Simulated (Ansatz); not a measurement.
**As2H+ (quintet): from Hartree-Fock to the top rungs, cc-pVTZ**

One table from this session's results is given with a row withheld; the runs are named, their logs left out.

Program: Ansatz 0.2.0, Gaussian basis. Level of theory: cc-pVTZ, core rule «outside noble gas», up to 28 orbitals frozen. These are calculated values, not measurements.

To be run: UHF; CCSD(T) on ROHF; CCSD(T) on UHF; BCCD(T) on ROHF; CCSDT(Q) on ROHF; CCSDT(Q) on UHF; CASSCF and MRCISD+Q, 10 electrons in 9 orbitals; CASSCF and NEVPT4(SD), 10 electrons in 9 orbitals; CASSCF and NEVPT2, 10 electrons in 9 orbitals.

3 further runs of the same task are left out: 3 set aside as unsound or not needed. Runs told in other sessions of the task aren't counted.

### What is computed

The geometry is a PBE0/def2-TZVP stationary point (not a proven minimum) of the parent state, kept for this charge and spin. No spin-orbit coupling is included. The filled d shell of As may be among the frozen orbitals whatever the setting's name suggests.

3 atoms, charge 1, spin multiplicity 5.

Atoms are counted from 1 here; the program's logs count them from 0.

Bond lengths: As1–As2 2.491 Å, As1–H3 1.530 Å. Angles: As2–As1–H3 92.0°.

Set-up of the first run:

Input file in.yaml:

```yaml
crystal:
  periodic: [false, false, false]
  atoms:
    - {symbol: As, position_ang: [0.000000, -0.525099, 0.802993]}
    - {symbol: As, position_ang: [0.000000, -0.477272, -1.687686]}
    - {symbol: H, position_ang: [0.000000, 1.002371, 0.884693]}
basis:
  gaussian: {orbitals: cc-pVTZ}
total_charge: 1
magnetization: {spin_polarized: true, initial_magnetization: 4}
hamiltonian: {xc: hf}
output: {orbitals: {seedname: orbitals}}
```

Launch:

```
$ ansatz run in.yaml --threads 1 --pin off --events-out ev --progress --plain --max-ram 2816MiB --backend cpu
```

Among the steps run: UHF; CCSD(T) on ROHF; CCSD(T) on UHF; BCCD(T) on ROHF; CCSDT(Q) on ROHF; CCSDT(Q) on UHF; CASSCF and MRCISD+Q, 10 electrons in 9 orbitals; CASSCF and NEVPT4(SD), 10 electrons in 9 orbitals; CASSCF and NEVPT2, 10 electrons in 9 orbitals.

One of the session's tables, all rows but one given; the rest of the session is left out.

It belongs to the step «Misses and costs». 

```
            method  from RCCSDT(Q) (meV)
              ROHF                     ?
               UHF               +5725.9
              RMP2               +1103.6
              UMP2               +1129.5
             RCCSD                +273.1
             UCCSD                +244.5
          RCCSD(T)                 +46.6
          UCCSD(T)                 +24.6
           BCCD(T)                 +47.0
            RCCSDT                 +10.1
            UCCSDT                 -13.9
         RCCSDT(Q)                     0
         UCCSDT(Q)                 -23.8
    CASSCF valence               +4846.0
    NEVPT2 valence               +1035.1
NEVPT4(SD) valence                +107.7
    MRCISD valence                +443.3
  MRCISD+Q valence                 +53.2
```

Estimate the missing values for ROHF.

**Answer.** from RCCSDT(Q) (meV): +5973.1. In the column «from RCCSDT(Q) (meV)» it is the highest.

Caveats from the session: Restricted and unrestricted rows rest on different reference determinants; a gap between their highest levels can come from leftover correlation error, from unlike frozen cores or from another state.
